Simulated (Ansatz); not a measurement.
# C3H3AlCl2O2: the cost of one run

Program: Ansatz 0.2.0, Gaussian basis. Level of theory: the settings change from run to run. These are calculated values, not measurements.

## Step 1: The molecule

An earlier PBE0-D4 in a triple-zeta def2 set relaxation fixed the geometry.

SMILES `[Cl][Al-]1([Cl])[O]C=CC=[O+]1`, 11 atoms, charge 0, spin multiplicity 1.

Atoms are counted from 1 here; the program's logs count them from 0.

Bond lengths: Cl1–Al2 2.095 Å, Al2–Cl3 2.094 Å, Al2–O4 1.813 Å, Al2–O8 1.813 Å, O4–C5 1.269 Å, C5–C6 1.388 Å, C5–H9 1.093 Å, C6–C7 1.388 Å, C6–H10 1.080 Å, C7–O8 1.269 Å, C7–H11 1.093 Å. Angles: Cl1–Al2–Cl3 118.8°, Cl1–Al2–O4 109.8°, Cl1–Al2–O8 109.8°, Cl3–Al2–O4 109.9°, Cl3–Al2–O8 109.9°, O4–Al2–O8 96.5°, Al2–O4–C5 125.4°, O4–C5–C6 125.6°, O4–C5–H9 115.5°, C6–C5–H9 118.9°, C5–C6–C7 121.5°, C5–C6–H10 119.2°, C7–C6–H10 119.2°, C6–C7–O8 125.6°, C6–C7–H11 118.9°, O8–C7–H11 115.5°, Al2–O8–C7 125.4°.

## Step 2: B97M-V/x2c-TZVPPall

File in.yaml:

```yaml
crystal:
  periodic: [false, false, false]
  atoms:
    - {symbol: Cl, position_ang: [-1.229803, -2.160572, 2.161341]}
    - {symbol: Al, position_ang: [0.336251, -1.110379, 1.249011]}
    - {symbol: Cl, position_ang: [2.296041, -1.451649, 1.903659]}
    - {symbol: O, position_ang: [-0.021603, 0.666901, 1.273616]}
    - {symbol: C, position_ang: [-0.259324, 1.383035, 0.253182]}
    - {symbol: C, position_ang: [-0.277913, 0.936530, -1.061135]}
    - {symbol: C, position_ang: [-0.022320, -0.389979, -1.380803]}
    - {symbol: O, position_ang: [0.243015, -1.312308, -0.550411]}
    - {symbol: H, position_ang: [-0.462383, 2.437798, 0.456407]}
    - {symbol: H, position_ang: [-0.493032, 1.638271, -1.853799]}
    - {symbol: H, position_ang: [-0.043527, -0.694647, -2.430468]}
basis:
  gaussian: {orbitals: x2c-TZVPPall}
hamiltonian: {xc: {name: B97M-V}}
output: {forces: true}
```

Run with:

```console
$ ansatz run in.yaml --threads 4 --pin off --events-out ev --progress --plain --max-ram 11315MiB
```

What time and memory should one allow on 4 threads of Arm Neoverse V1, shared host?

About 23 s, with a peak of 0.75 GiB.
